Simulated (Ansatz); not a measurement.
The same calculation of CdAg, space group Cmmm as a Python script and as an input file (the Python package of Ansatz (0.2.0)).

Script `cdag_scf.py`:
```python
"""Self-consistent field of CdAg at the given structure."""

import sys
import warnings

import ansatz as az
import numpy as np
from pymatgen.core import Structure


def main() -> None:
    warnings.simplefilter("ignore", az.DeckWarning)

    structure = (
        az.Lattice.from_parameters(3.361243, 4.798558, 4.693352, alpha=90, beta=90, gamma=90)
        .space_group(65, hermann_mauguin="Cmmm")
        .atom("Cd", [0.5, 0.0, 0.5])
        .atom("Ag", [0.0, 0.0, 0.0])
        .primitive()
    )

    # settings of the run
    model = (
        structure.calculation()
        .functional("lda")
        .kpoints(mesh=(8, 8, 5))
        .occupations("fermi_dirac")
        .band_table()
    )
    try:
        done = model.run()
    except az.NonConvergedError as error:
        sys.exit(f"no convergence: {error}")
    except az.RefusalError as error:
        sys.exit(f"input refused: {error}")
    summary = done.report

    n_atoms = len(summary["lattice"]["sites"])
    print("F =", round(summary["free_energy_ev"], 4), "eV for", n_atoms, "atoms")
    print("E(sigma -> 0) =", round(summary["energy_sigma0_ev"], 4), "eV, TS =", round(summary["entropy_ts_ev"], 5), "eV")
    print("closed by", summary["closed_by"], "after", summary["n_iterations"], "iterations")

    final = Structure(done.lattice.cell_ang, [s.symbol for s in done.lattice.sites], [s.position_frac for s in done.lattice.sites])
    distances = np.array([n.nn_distance for shell in final.get_all_neighbors(5.0) for n in shell])
    values, counts = np.unique(distances.round(2), return_counts=True)
    print("distance (A)  neighbours per atom")
    for value, count in list(zip(values, counts))[:14]:
        print(f"{value:10.2f} {count / len(final):10.2f}")

    table = np.array(summary["eigenvalues_ev"]) - summary["fermi_energy_ev"]
    filling = np.array(summary["occupations"])
    weights = np.tile(summary["kweights"], len(table) // len(summary["kweights"]))
    print("band   lowest  highest (eV from E_F)  electrons")
    for band in range(table.shape[1]):
        if table[:, band].max() > -12:
            print(f"{band + 1:4d} {table[:, band].min():8.3f} {table[:, band].max():8.3f} {weights @ filling[:, band]:18.4f}")
    print("electrons counted from the table:", round(float(weights @ filling.sum(axis=1)), 5))


if __name__ == "__main__":
    main()
```

Running `python cdag_scf.py` prints:
```text
F = -15576.0807 eV for 2 atoms
E(sigma -> 0) = -15576.0754 eV, TS = 0.01049 eV
closed by deck_thresholds after 6 iterations
distance (A)  neighbours per atom
      2.89       4.00
      2.93       4.00
      3.36       6.00
      4.69       2.00
      4.75       8.00
      4.80       2.00
band   lowest  highest (eV from E_F)  electrons
   9   -9.897   -9.289             2.0000
  10   -9.688   -9.118             2.0000
  11   -9.247   -8.773             2.0000
  12   -9.051   -8.676             2.0000
  13   -8.973   -8.128             2.0000
  14   -8.560   -5.238             2.0000
  15   -6.228   -4.915             2.0000
  16   -5.514   -4.351             2.0000
  17   -4.937   -4.215             2.0000
  18   -4.625   -3.347             2.0000
  19   -4.420    1.631             1.9287
  20   -4.087    3.495             1.0713
  21    1.033    8.667             0.0000
  22    2.171   11.640             0.0000
  23    3.759   12.492             0.0000
  24    3.858   15.937             0.0000
electrons counted from the table: 39.0
```

`input.yaml`:
```yaml
crystal:
  lattice: { a: 3.361243, b: 4.798558, c: 4.693352, alpha: 90.0, beta: 90.0, gamma: 90.0 }
  space_group: 65
  setting: { hermann_mauguin: Cmmm }
  atoms:
    - { symbol: Cd, position: [0.5, 0.0, 0.5] }
    - { symbol: Ag, position: [0.0, 0.0, 0.0] }
  reduce_to_primitive: true
kpoints:
  mp_grid: { grid: [8, 8, 5] }
hamiltonian:
  xc: lda
scf:
  occupations: { method: fermi_dirac }
output:
  eigenvalues: true
```

Launched from the shell:
```console
$ ansatz run input.yaml --threads 1 --pin off --max-ram 3072MiB --backend cpu --events-out ev --progress --plain --runs-dir out
crystal.space_group: 65 is read as Cmmm: the typed cell holds Cd2Ag2 (Cd 2c, Ag 2a). Least distances (Å): Cd–Cd 2.929, Cd–Ag 2.886, Ag–Ag 2.929
crystal.space_group generates its sites in this order, which a site index counts, at these fractional coordinates of the primitive cell where crystal.reduce_to_primitive is true, and else of the cell that is read (crystal.supercell repeats the list replica by replica, and crystal.defects acts on that): 0: Cd [0.500000, 0.500000, 0.500000]; 1: Ag [0.000000, 0.000000, 0.000000];
Engine: ansatz 0.2.0, x86_64-unknown-linux-gnu
Pseudopotentials: kind: paw
Pseudopotential: Cd, paw, valence charge 20, recommended cutoff 420 eV (normal), Cd.paw.azcp
Pseudopotential: Ag, paw, valence charge 19, recommended cutoff 420 eV (normal), Ag.paw.azcp
Functional definition: SPW92
  exchange = slater_x
  correlation = pw_c
Crystal: 2 atoms, lattice volume = 37.850 Å³
Basis set: ecut = 420 eV, 739 PW (Γ)
Bands: 24, of which v1, the nominal top of the filled ones, is band 20 counted from 1 (19 counted from 0)
Symmetry: 8 space group operations
Space group: Cmmm (ITA 65), of the structure as read, at distance tolerance 3.4e-5 Å
k-points: 63 of 320
Non-local potential: Cd, projectors of the file, l = 0: 3, l = 1: 2, l = 2: 2, l = 3: 1
Non-local potential: Ag, projectors of the file, l = 0: 3, l = 1: 2, l = 2: 2, l = 3: 1
PAW form: soft (Blöchl's): semilocal exchange-correlation on the pseudo side does not see the compensation charge
PAW frozen core: Cd, regenerated for the run's functional, and the local potential with it (the file was generated under x = pbe(κ = 0.804, μ = 0.2195149727645171), c = pbe(β = 0.06672455060314922))
PAW frozen core: Ag, regenerated for the run's functional, and the local potential with it (the file was generated under x = pbe(κ = 0.804, μ = 0.2195149727645171), c = pbe(β = 0.06672455060314922))
PAW one-centre angular grid: Cd, 590 points (default); XC on 64 Gauss nodes
PAW one-centre angular grid: Ag, 590 points (default); XC on 64 Gauss nodes
Initial density: superposition of atomic densities (neutral atoms: chi_scale 0, normalization atom), corrected by the library's trained network
Initial wavefunctions: pseudopotential atomic-orbital guess
Functional: x = slater, c = lda
SCF iter   1: F=—  HF=-15576.091402 eV  |F-HF|=—  |Δ(HF+E_count)|=         —  Δρ=1.15e-2  dr2=3.70e-2  ethr=1.77e-3  ⟨swp⟩=5.4  Hψ=5760  notcnv=0
preconditioner: auto → Resta (q_TF=auto, 2.742 Å⁻¹)  ε∞=6.3  [insulator: Δε(μ)=0.276 eV  Ē_g=12.585 eV  σ=0.100 eV  W_gap=0.59  n_scr=18 (ndim 8)  ℏωp=28.9 eV  f_vac=0.000  D(μ)=0.29/eV (n_scr^D=0)  ε∞_Penn≈6.3]
SCF iter   2: F=—  HF=-15576.080997 eV  |F-HF|=—  |Δ(HF+E_count)|=   1.04e-2  Δρ=3.39e-3  dr2=1.53e-3  ethr=9.50e-5  ⟨swp⟩=2.9  Hψ=2993  notcnv=0
SCF iter   3: F=—  HF=-15576.080691 eV  |F-HF|=—  |Δ(HF+E_count)|=   3.06e-4  Δρ=1.53e-3  dr2=2.52e-4  ethr=3.92e-6  ⟨swp⟩=2.0  Hψ=1789  notcnv=0
SCF iter   4: F=—  HF=-15576.080672 eV  |F-HF|=—  |Δ(HF+E_count)|=   1.89e-5  Δρ=2.83e-4  dr2=2.13e-5  ethr=6.47e-7  ⟨swp⟩=2.2  Hψ=2604  notcnv=0
SCF iter   5: F=—  HF=-15576.080680 eV  |F-HF|=—  |Δ(HF+E_count)|=   8.38e-6  Δρ=6.58e-5  dr2=1.69e-6  ethr=5.47e-8  ⟨swp⟩=2.9  Hψ=2675  notcnv=0
SCF iter   6: F=-15576.080680 eV  HF=-15576.080680 eV  |F-HF|=2.80e-8  |Δ(HF+E_count)|=   2.47e-7  Δρ=1.51e-5  dr2=5.26e-8  ethr=2.56e-10  ⟨swp⟩=1.6  Hψ=3990  notcnv=0
SCF 1 converged in 6 iterations: F = -15576.080680 eV  dr2 = 5.26e-8
  greatest PAW one-centre occupation: 1.002 electrons in one spin orbital (limit 2), on the Ag atom at site 1 (counted from 0), in its partial waves of l = 0
SCF converged after 6 iterations
Free energy (F): -15576.080680 eV
Harris-Foulkes:  -15576.080680 eV  (|F-HF|=2.80e-8)
Internal energy: -15576.070186 eV  (E = F + TS)
E sigma→0 (E₀):  -15576.075433 eV
Entropy (-TS):   -0.010494 eV (-5.247 meV/atom)
Fermi energy:    16.055508 eV
--- Per-component energies (eV) ---
  E_band       = -632.424262
  E_kinetic    = 1031.892301
  E_local      = -5065.333476  (includes V_loc(G=0)·N_el)
  E_nonlocal   = 125.973886
  E_hartree    = 2341.899785
  E_xc         = -359.528164
  E_vxc        = -456.418799  (∫ρ·V_xc dr)
  E_paw        = -7716.279478  (= ΣΔE_a)
  E_vpaw       = -952.354219  (= ΣTr[D̂ρ^β])
  E_aug_tail   = 0.000270  (compensation charges beyond the density's cutoff)
  E_ewald      = -5936.186687
  E_core_change = 1.491376  (= ΣΔE_core)
  E_smearing   = -0.010494  (= −TS)
  E_closure    = -0.000000  (closes the sum)
  Σ components = -15576.080680   (vs F -15576.080680, Δ=0.00e0)
--- Band table (eV; the first three rows and the last of 63) ---
  k-point 0: bands = ["-86.8370", "-76.1456", "-47.9557", "-47.9551", "-47.9385", "-39.7271", "-39.6428", "-39.6121", "6.3165", "6.3676", "7.1866", "7.2111", "7.2653", "7.4957", "10.3513", "10.6017", "11.8329", "11.9313", "11.9838", "14.6464", "17.6180", "27.1987", "27.2512", "31.9927"]
  k-point 1: bands = ["-86.8370", "-76.1456", "-47.9557", "-47.9551", "-47.9384", "-39.7272", "-39.6429", "-39.6121", "6.3358", "6.3723", "7.2275", "7.2606", "7.4937", "7.5605", "10.2679", "10.5915", "11.8167", "11.8314", "11.9781", "12.9319", "19.9079", "27.5613", "27.8190", "31.2146"]
  k-point 2: bands = ["-86.8370", "-76.1456", "-47.9557", "-47.9551", "-47.9383", "-39.7275", "-39.6429", "-39.6121", "6.3669", "6.3799", "7.2830", "7.2966", "7.4904", "8.4906", "9.8279", "10.5750", "11.2004", "11.6691", "11.7949", "11.9688", "23.6259", "27.6955", "28.5473", "29.2990"]
  k-point 62: bands = ["-86.8316", "-76.1364", "-48.0134", "-47.9798", "-47.9312", "-39.7150", "-39.7055", "-39.6824", "6.2478", "6.6145", "6.9830", "7.3610", "7.9270", "10.1077", "10.3831", "11.1635", "11.5890", "12.7061", "16.3657", "16.9757", "18.3750", "18.9776", "22.4900", "24.8260"]
```

Absolute energies stand on the zero of these potentials, so only differences at equal settings mean something. The computed bands are complete only to about 3.9 eV above the Fermi level. The mesh is modest for a metal, so energies can be off by several to tens of meV an atom and pressures by half a GPa or more; differences at equal mesh fare better. The structure comes from a database of computed cells and needn't be a stable or known phase. Gaps and levels are Kohn-Sham values on a finite set of k-points, without spin-orbit coupling. The whole script took 3.1 s on 1 thread of AMD EPYC 7R13 Processor (Zen 3), on a shared host, peak memory 0.43 GiB.

(Lines on the test bed's own set-up are left out of the output.)
